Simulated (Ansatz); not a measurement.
Wanted: the native input for an Ansatz 0.2.0 run.

```
Task                : single point
Functional          : PBEsol
Potentials or basis : all-electron LAPW, scalar-relativistic
Cutoff              : 264 eV (chosen from the basis error)
Basis error allowed : 0.001 eV/atom
k mesh              : 11 × 11 × 11
Occupations         : fermi-dirac, width 0.05 eV
Spin                : no spin polarisation
```

The system is MoPt3.

```xyz
4
Lattice="1.4001 0.8084 9.2275 -1.4001 0.8084 9.2275 0.0000 -1.6167 9.2275" Properties=species:S:1:pos:R:3 pbc="T T T"
Pt    0.0000    0.0000    7.0108
Pt    0.0000    0.0000   13.8413
Pt    0.0000    0.0000   20.6717
Mo    0.0000    0.0000    0.0000
```

The cell comes from a database or a generator and needn't be the stable form of this composition.

These files were run (other wordings do the same):

input.yaml

```yaml
crystal:
  lattice:
    - [1.4001232515, 0.8083615362, 9.2275038281]
    - [-1.4001232515, 0.8083615362, 9.2275038281]
    - [0.0, -1.6167230723, 9.2275038281]
  atoms:
    - { symbol: Pt, position: [0.253259, 0.253259, 0.253259] }
    - { symbol: Pt, position: [0.5, 0.5, 0.5] }
    - { symbol: Pt, position: [0.746741, 0.746741, 0.746741] }
    - { symbol: Mo, position: [0.0, 0.0, 0.0] }
kpoints:
  mp_grid: { grid: [11, 11, 11] }
scf:
  occupations: { method: fermi_dirac, width: 0.05 }
hamiltonian:
  xc: pbesol
  pseudopotentials: { kind: all_electron, lapw: { basis_error: 0.001 } }
output:
  forces: true
  stress: true
  eigenvalues: true
  populations: true
```

Potentials or basis: all-electron LAPW, scalar-relativistic.

The run is started by

```sh
$ ansatz run input.yaml --threads 2 --pin off --max-ram 8192MiB --backend cpu --events-out ev --progress --plain --runs-dir out
```

It gave:

```json
{
 "Pressure": "-10.8 GPa",
 "Band gap on the k mesh": "none (metal or under the smearing width)"
}
```

Wall time 2.9 min on 2 threads of Arm Neoverse V2, with other jobs on the host, peak memory 2 GiB.
